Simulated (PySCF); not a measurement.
# C3H6AsN (SMILES C[AsH]CC#N): levels of theory compared

Wanted: a comparison of 6 runs (HF/STO-3G, HF/3-21G, HF/def2-TZVP, B3LYP/6-31G*, TPSS/cc-pVDZ, MP2/6-31G**) of C3H6AsN. The job is set up through a Python script.

Program for the calculation: PySCF 2.14.0.

**1. Starting point**

C3H6AsN has 11 atoms, charge 0, and is taken as a singlet. As SMILES, `C[AsH]CC#N`. The shape comes from GFN2-xTB, which is rough for such elements, and wasn't checked as a minimum. This is one conformer, not always the lowest.

Bond lengths: C1–As2 1.970 Å, As2–C3 2.011 Å, C3–C4 1.428 Å, C4–N5 1.145 Å, C1–H6 1.089 Å, C1–H7 1.090 Å, C1–H8 1.089 Å, As2–H9 1.513 Å, C3–H10 1.093 Å, C3–H11 1.093 Å. Some angles: C1–As2–C3 96.2°, As2–C3–C4 107.7°, C3–C4–N5 176.9°, C1–As2–H9 94.7°, C3–As2–H9 92.2°, As2–C1–H6 111.8°, As2–C1–H7 108.7°, As2–C1–H8 110.3°, As2–C3–H10 109.9°, As2–C3–H11 110.2°.

**2. Energy and gradient at HF/STO-3G (run 1)**

geometry.xyz reads:

```xyz
11

C     -1.485280    -0.087760     0.632930
As     0.327450     0.398200     1.231900
C      1.263040    -0.117510    -0.471820
C      0.913540     0.843820    -1.468000
N      0.588300     1.634500    -2.229380
H     -1.506000    -1.068350     0.159720
H     -1.827860     0.656510    -0.086110
H     -2.174930    -0.087630     1.476040
H      0.613430    -0.946410     1.863760
H      2.345150    -0.112780    -0.318180
H      0.943180    -1.112570    -0.790850
```

job.py reads:

```python
import pyscf.grad
from pyscf import gto

mol = gto.M(
    atom='geometry.xyz',
    spin=0,
    max_memory=1860,
    verbose=3,
    basis='sto-3g',
)

hf = mol.RHF()
hf.conv_tol = 1e-10
hf.kernel()
if not hf.converged:
    hf = hf.newton().run(hf.mo_coeff, hf.mo_occ)

e_tot = hf.e_tot
print('E = %.10f Eh' % e_tot)
grad = hf.Gradients().kernel()
hf.analyze()
```

Started as:

```console
$ OMP_NUM_THREADS=1 python job.py
```

The program printed:

```text
converged SCF energy = -2378.72978642987
E = -2378.7297864299 Eh
--------------- RHF gradients ---------------
         x                y                z
0 C    -0.0112939276    -0.0074960663    -0.0013182728
1 As    -0.0022970792     0.0404504746     0.0071775284
2 C     0.0017144015     0.0206092278    -0.0487116594
3 C     0.0012849020    -0.0089556298     0.0162755693
4 N     0.0078604218    -0.0219099528     0.0228738968
5 H     0.0008207448    -0.0045673138    -0.0023780894
6 H     0.0003646365     0.0057159858    -0.0036754452
7 H    -0.0039393790     0.0004425832     0.0042429614
8 H     0.0047203002    -0.0236615919     0.0071568237
9 H     0.0052553810     0.0026754973    -0.0001821839
10 H    -0.0044904020    -0.0033032140    -0.0014611288
----------------------------------------------
**** MO energy ****
MO #1   energy= -427.61465939337   occ= 2
MO #2   energy= -54.4871314211113  occ= 2
MO #3   energy= -49.3852961166467  occ= 2
MO #4   energy= -49.3850680540162  occ= 2
MO #5   energy= -49.3839812594774  occ= 2
MO #6   energy= -15.3398741493725  occ= 2
MO #7   energy= -11.0764872984462  occ= 2
MO #8   energy= -11.0576051246221  occ= 2
MO #9   energy= -11.0288346244435  occ= 2
MO #10  energy= -7.34906805561988  occ= 2
MO #11  energy= -5.28750900038949  occ= 2
MO #12  energy= -5.28675219301823  occ= 2
MO #13  energy= -5.28036155093458  occ= 2
MO #14  energy= -1.17049381766407  occ= 2
MO #15  energy= -1.16656351799606  occ= 2
MO #16  energy= -1.16531075334636  occ= 2
MO #17  energy= -1.15986621821179  occ= 2
MO #18  energy= -1.15949454677738  occ= 2
MO #19  energy= -1.15640795315915  occ= 2
MO #20  energy= -0.986909147117335 occ= 2
MO #21  energy= -0.919386941425233 occ= 2
MO #22  energy= -0.709542434864674 occ= 2
MO #23  energy= -0.634992176313054 occ= 2
MO #24  energy= -0.596493325889698 occ= 2
MO #25  energy= -0.547368595474692 occ= 2
MO #26  energy= -0.541400479726882 occ= 2
MO #27  energy= -0.481778354548628 occ= 2
MO #28  energy= -0.457461586105098 occ= 2
MO #29  energy= -0.421132154750741 occ= 2
MO #30  energy= -0.402101826542119 occ= 2
MO #31  energy= -0.368225912024589 occ= 2
MO #32  energy= -0.29103701820046  occ= 2
MO #33  energy= 0.320140533637718  occ= 0
MO #34  energy= 0.36809272698892   occ= 0
MO #35  energy= 0.377894905963652  occ= 0
MO #36  energy= 0.419675330478343  occ= 0
MO #37  energy= 0.538808010117148  occ= 0
MO #38  energy= 0.631416232046304  occ= 0
MO #39  energy= 0.694365265676015  occ= 0
MO #40  energy= 0.695526731750014  occ= 0
MO #41  energy= 0.709541843400832  occ= 0
MO #42  energy= 0.719947539679518  occ= 0
MO #43  energy= 0.740834265207487  occ= 0
MO #44  energy= 1.38310072087058   occ= 0
 ** Mulliken atomic charges  **
charge of    0C =     -0.22420
charge of    1As =      0.40275
charge of    2C =     -0.17263
charge of    3C =      0.01722
charge of    4N =     -0.15174
charge of    5H =      0.03470
charge of    6H =      0.04286
charge of    7H =      0.04042
charge of    8H =     -0.10409
charge of    9H =      0.05932
charge of   10H =      0.05539
Dipole moment(X, Y, Z, Debye):  0.22048, -2.71432,  2.16996
```

Run time: 4.2 s. Hardware: 1 thread of Intel Xeon at 2.70GHz, shared host; peak memory 0.12 GiB.

**3. Energy and forces at HF/3-21G (run 2)**

run.py reads:

```python
from pyscf import gto, scf

mol = gto.M(
    atom='''
C   -1.485280  -0.087760   0.632930
As   0.327450   0.398200   1.231900
C    1.263040  -0.117510  -0.471820
C    0.913540   0.843820  -1.468000
N    0.588300   1.634500  -2.229380
H   -1.506000  -1.068350   0.159720
H   -1.827860   0.656510  -0.086110
H   -2.174930  -0.087630   1.476040
H    0.613430  -0.946410   1.863760
H    2.345150  -0.112780  -0.318180
H    0.943180  -1.112570  -0.790850
''',
    verbose=4,
    basis='3-21g',
    max_memory=1860,
)

mf = scf.RHF(mol)
mf.conv_tol = 1e-10
mf.kernel()
if not mf.converged:
    mf = mf.newton().run(mf.mo_coeff, mf.mo_occ)

etot = mf.e_tot
print('Final energy', etot)
grad = mf.nuc_grad_method().kernel()
mf.analyze()
```

Started as:

```console
$ OMP_NUM_THREADS=1 python run.py
```

The program printed:

```text
PySCF version 2.14.0

[... 69 lines left out ...]
converged SCF energy = -2394.0179474033
[... 18 lines left out ...]
DFT Exchange-Correlation Energy =     -105.709530182733261
[... 8 lines left out ...]
MO #7   energy= -11.2245559703016  occ= 2
[... 6 lines left out ...]
MO #14  energy= -2.04726644273912  occ= 2
[... 6 lines left out ...]
MO #21  energy= -0.973343833928264 occ= 2
[... 6 lines left out ...]
MO #28  energy= -0.524695276115239 occ= 2
[... 6 lines left out ...]
MO #35  energy= 0.213506719836241  occ= 0
[... 6 lines left out ...]
MO #42  energy= 0.370389197691085  occ= 0
[... 6 lines left out ...]
MO #49  energy= 0.855757551406246  occ= 0
[... 6 lines left out ...]
MO #56  energy= 1.19809568459247   occ= 0
[... 6 lines left out ...]
MO #63  energy= 1.39336439719928   occ= 0
[... 6 lines left out ...]
MO #70  energy= 3.27107790138591   occ= 0
[... 45 lines left out ...]
pop of  3 C 2px           0.96526
pop of  3 C 2py           0.99862
pop of  3 C 2pz           0.99662
pop of  3 C 3px           0.00420
pop of  3 C 3py           0.01331
pop of  3 C 3pz           0.01274
pop of  4 N 1s            1.99965
pop of  4 N 2s            1.55872
pop of  4 N 3s            0.01101
pop of  4 N 2px           1.10131
pop of  4 N 2py           1.26995
pop of  4 N 2pz           1.26352
pop of  4 N 3px           0.00070
pop of  4 N 3py           0.00131
pop of  4 N 3pz           0.00126
pop of  5 H 1s            0.88779
pop of  5 H 2s            0.00907
pop of  6 H 1s            0.87562
pop of  6 H 2s            0.00949
pop of  7 H 1s            0.87990
pop of  7 H 2s            0.00897
pop of  8 H 1s            1.08368
pop of  8 H 2s            0.00221
pop of  9 H 1s            0.85407
pop of  9 H 2s            0.01055
pop of  10 H 1s           0.85875
pop of  10 H 2s           0.01067
 ** Mulliken atomic charges  **
charge of    0C =     -0.47042
charge of    1As =      0.47144
charge of    2C =     -0.37055
charge of    3C =      0.06771
charge of    4N =     -0.20742
charge of    5H =      0.10314
charge of    6H =      0.11489
charge of    7H =      0.11113
charge of    8H =     -0.08589
charge of    9H =      0.13539
charge of   10H =      0.13058
Dipole moment(X, Y, Z, Debye):  0.12818, -2.98066,  2.49333
```

Run time: 4.8 s. Hardware: 1 thread of Intel Xeon at 2.70GHz, shared host; peak memory 0.14 GiB.

Run 3 isn't shown in full; the table further down has it.

**4. Energy and forces at B3LYP/6-31G(d) (Cartesian functions) (run 4)**

run.py reads:

```python
# C[AsH]CC#N
from pyscf import gto, dft

mol = gto.M(
    atom=[
    ('C', (-1.485280, -0.087760, 0.632930)),
    ('As', (0.327450, 0.398200, 1.231900)),
    ('C', (1.263040, -0.117510, -0.471820)),
    ('C', (0.913540, 0.843820, -1.468000)),
    ('N', (0.588300, 1.634500, -2.229380)),
    ('H', (-1.506000, -1.068350, 0.159720)),
    ('H', (-1.827860, 0.656510, -0.086110)),
    ('H', (-2.174930, -0.087630, 1.476040)),
    ('H', (0.613430, -0.946410, 1.863760)),
    ('H', (2.345150, -0.112780, -0.318180)),
    ('H', (0.943180, -1.112570, -0.790850)),
],
    max_memory=1860,
    basis='6-31g*',
    cart=True,
    verbose=4,
    charge=0,
    spin=0,
)

calc0 = dft.RKS(mol, xc='b3lyp')
calc0.conv_tol = 1e-10
calc0.grids.level = 5
calc0.kernel()
if not calc0.converged:
    calc0 = calc0.newton().run(calc0.mo_coeff, calc0.mo_occ)

e_final = calc0.e_tot
print(f'total energy: {e_final:.8f} hartree')
grad = calc0.nuc_grad_method().kernel()
calc0.analyze()
```

Started as:

```console
$ OMP_NUM_THREADS=1 python run.py
```

The program printed:

```text
PySCF version 2.14.0

[... 99 lines left out ...]
One-electron Energy =                -3977.307118408034967
[... 11 lines left out ...]
MO #7   energy= -10.2388693165588  occ= 2
[... 9 lines left out ...]
MO #17  energy= -1.64026681064767  occ= 2
[... 9 lines left out ...]
MO #27  energy= -0.385738163592696 occ= 2
[... 9 lines left out ...]
MO #37  energy= 0.095500274294491  occ= 0
[... 9 lines left out ...]
MO #47  energy= 0.301584462077432  occ= 0
[... 9 lines left out ...]
MO #57  energy= 0.687898272002833  occ= 0
[... 9 lines left out ...]
MO #67  energy= 0.910904314774052  occ= 0
[... 9 lines left out ...]
MO #77  energy= 1.47152827228735   occ= 0
[... 9 lines left out ...]
MO #87  energy= 2.07349286735344   occ= 0
[... 9 lines left out ...]
MO #97  energy= 3.8178625180384    occ= 0
[... 9 lines left out ...]
MO #107 energy= 89.151908099701    occ= 0
[... 82 lines left out ...]
pop of  4  N 1s           1.99991
pop of  4  N 2s           1.56028
pop of  4  N 3s           0.01637
pop of  4  N 2px          1.10674
pop of  4  N 2py          1.26333
pop of  4  N 2pz          1.26046
pop of  4  N 3px          0.00074
pop of  4  N 3py          0.00192
pop of  4  N 3pz          0.00190
pop of  4  N 3dxx         0.00216
pop of  4  N 3dxy         0.00216
pop of  4  N 3dxz         0.00206
pop of  4  N 3dyy         0.00143
pop of  4  N 3dyz         0.00586
pop of  4  N 3dzz         0.00142
pop of  5  H 1s           0.88411
pop of  5  H 2s           0.00747
pop of  6  H 1s           0.86808
pop of  6  H 2s           0.00801
pop of  7  H 1s           0.87254
pop of  7  H 2s           0.00741
pop of  8  H 1s           1.01361
pop of  8  H 2s           0.00352
pop of  9  H 1s           0.84791
pop of  9  H 2s           0.00866
pop of  10  H 1s          0.85490
pop of  10  H 2s          0.00872
 ** Mulliken atomic charges  **
charge of    0C =     -0.43306
charge of    1As =      0.28204
charge of    2C =     -0.32843
charge of    3C =      0.09113
charge of    4N =     -0.22675
charge of    5H =      0.10842
charge of    6H =      0.12392
charge of    7H =      0.12005
charge of    8H =     -0.01713
charge of    9H =      0.14343
charge of   10H =      0.13637
Dipole moment(X, Y, Z, Debye):  0.03294, -3.12477,  2.27771
```

Run time: 72 s. Hardware: 1 thread of Intel Xeon at 2.70GHz, shared host; peak memory 1.1 GiB.

Run 5 isn't shown in full; the table further down has it.

**5. Energy and gradient at MP2/6-31G(d,p) (spherical functions) (run 6)**

input.py reads:

```python
# C[AsH]CC#N
from pyscf import gto, mp

mol = gto.M(
    atom='''
C       -1.485280      -0.087760       0.632930
As       0.327450       0.398200       1.231900
C        1.263040      -0.117510      -0.471820
C        0.913540       0.843820      -1.468000
N        0.588300       1.634500      -2.229380
H       -1.506000      -1.068350       0.159720
H       -1.827860       0.656510      -0.086110
H       -2.174930      -0.087630       1.476040
H        0.613430      -0.946410       1.863760
H        2.345150      -0.112780      -0.318180
H        0.943180      -1.112570      -0.790850
''',
    max_memory=1860,
    charge=0,
    verbose=4,
    basis='6-31g**',
)

myscf = mol.RHF()
myscf.conv_tol = 1e-10
myscf.kernel()
if not myscf.converged:
    myscf = myscf.newton().run(myscf.mo_coeff, myscf.mo_occ)

pt = mp.MP2(myscf, frozen=13).run()
energy = pt.e_tot
print(f'total energy: {energy:.8f} hartree')
grad = pt.nuc_grad_method().kernel()
myscf.analyze()
```

Started as:

```console
$ OMP_NUM_THREADS=1 python input.py
```

The program printed:

```text
PySCF version 2.14.0

[... 90 lines left out ...]
One-electron Energy =                -3977.112606455299101
[... 12 lines left out ...]
MO #8   energy= -11.2750346604141  occ= 2
[... 10 lines left out ...]
MO #19  energy= -1.22272121818669  occ= 2
[... 10 lines left out ...]
MO #30  energy= -0.457071872733127 occ= 2
[... 10 lines left out ...]
MO #41  energy= 0.30708742639643   occ= 0
[... 10 lines left out ...]
MO #52  energy= 0.744688818056994  occ= 0
[... 10 lines left out ...]
MO #63  energy= 1.09528882377031   occ= 0
[... 10 lines left out ...]
MO #74  energy= 1.63581890277141   occ= 0
[... 10 lines left out ...]
MO #85  energy= 2.26686968034821   occ= 0
[... 10 lines left out ...]
MO #96  energy= 2.63710906654767   occ= 0
[... 10 lines left out ...]
MO #107 energy= 3.29169881927273   occ= 0
[... 10 lines left out ...]
MO #118 energy= 4.54012944848953   occ= 0
[... 93 lines left out ...]
pop of  5 H 2py           0.00088
pop of  5 H 2pz           0.00021
pop of  6 H 1s            0.87620
pop of  6 H 2s            0.00715
pop of  6 H 2px           0.00018
pop of  6 H 2py           0.00048
pop of  6 H 2pz           0.00050
pop of  7 H 1s            0.88171
pop of  7 H 2s            0.00660
pop of  7 H 2px           0.00054
pop of  7 H 2py           0.00000
pop of  7 H 2pz           0.00058
pop of  8 H 1s            1.05892
pop of  8 H 2s            0.00220
pop of  8 H 2px           0.00011
pop of  8 H 2py           0.00256
pop of  8 H 2pz           0.00053
pop of  9 H 1s            0.85513
pop of  9 H 2s            0.00794
pop of  9 H 2px           0.00112
pop of  9 H 2py           0.00003
pop of  9 H 2pz           0.00006
pop of  10 H 1s           0.86066
pop of  10 H 2s           0.00828
pop of  10 H 2px          0.00009
pop of  10 H 2py          0.00101
pop of  10 H 2pz          0.00013
 ** Mulliken atomic charges  **
charge of    0C =     -0.44800
charge of    1As =      0.41223
charge of    2C =     -0.35117
charge of    3C =      0.10932
charge of    4N =     -0.25017
charge of    5H =      0.10051
charge of    6H =      0.11549
charge of    7H =      0.11056
charge of    8H =     -0.06432
charge of    9H =      0.13572
charge of   10H =      0.12983
Dipole moment(X, Y, Z, Debye):  0.09401, -3.30900,  2.48938
```

It took 85 s on 1 thread of Intel Xeon at 2.70GHz, shared host; peak memory 1.8 GiB.

**6. All runs side by side**

```
run                               level  Cartesian functions  integration grid   energy (Eh)  dipole moment (D) of the reference  HOMO energy (eV)  LUMO energy (eV)  wall time
  1                           HF/STO-3G                   no                 –  -2378.729786                                3.48             -7.92              8.71      4.2 s
  2                            HF/3-21G                   no                 –  -2394.017947                                3.89             -9.94              3.79      4.8 s
  3                        HF/def2-TZVP                   no                 –  -2405.797970                                4.22            -10.11              2.86    5.2 min
  4  B3LYP/6-31G* (Cartesian functions)                  yes                 5  -2408.289654                                3.87             -7.24             -0.12       72 s
  5                        TPSS/cc-pVDZ                   no                 5  -2408.500094                                3.64             -6.48             -0.66    1.8 min
  6   MP2/6-31G** (spherical functions)                   no                 –  -2406.267855                                4.14            -10.03              3.39       85 s
```

**7. What came out**

| quantity | value |
| --- | --- |
| run 6: total energy | -2406.26786 Eh |
| run 6: dipole moment (Hartree–Fock density) | 4.14 D |
| run 6: HOMO energy (Hartree–Fock orbitals) | -10.03 eV |
| run 6: LUMO energy (Hartree–Fock orbitals) | 3.39 eV |
| run 6: HOMO–LUMO gap (Hartree–Fock orbitals) | 13.41 eV |
| run 6: correlation energy (13 core orbitals frozen) | -825.5 mEh |
| run 6: largest force on an atom | 4.508 eV/Å |

Over runs 1, 2, 3, 4, 5 the dipole moment (its size) runs from 3.48 D (HF/STO-3G) to 4.22 D (HF/def2-TZVP). Over runs 1, 2, 3, 4, 5 the HOMO–LUMO gap runs from 5.81 eV (TPSS/cc-pVDZ) to 16.63 eV (HF/STO-3G). The two ends differ in method and basis. Totals of different functionals can't be ranked against each other. In run 1 the basis is minimal, so the values are rough. All runs together took 9.7 min, the longest 5.2 min.
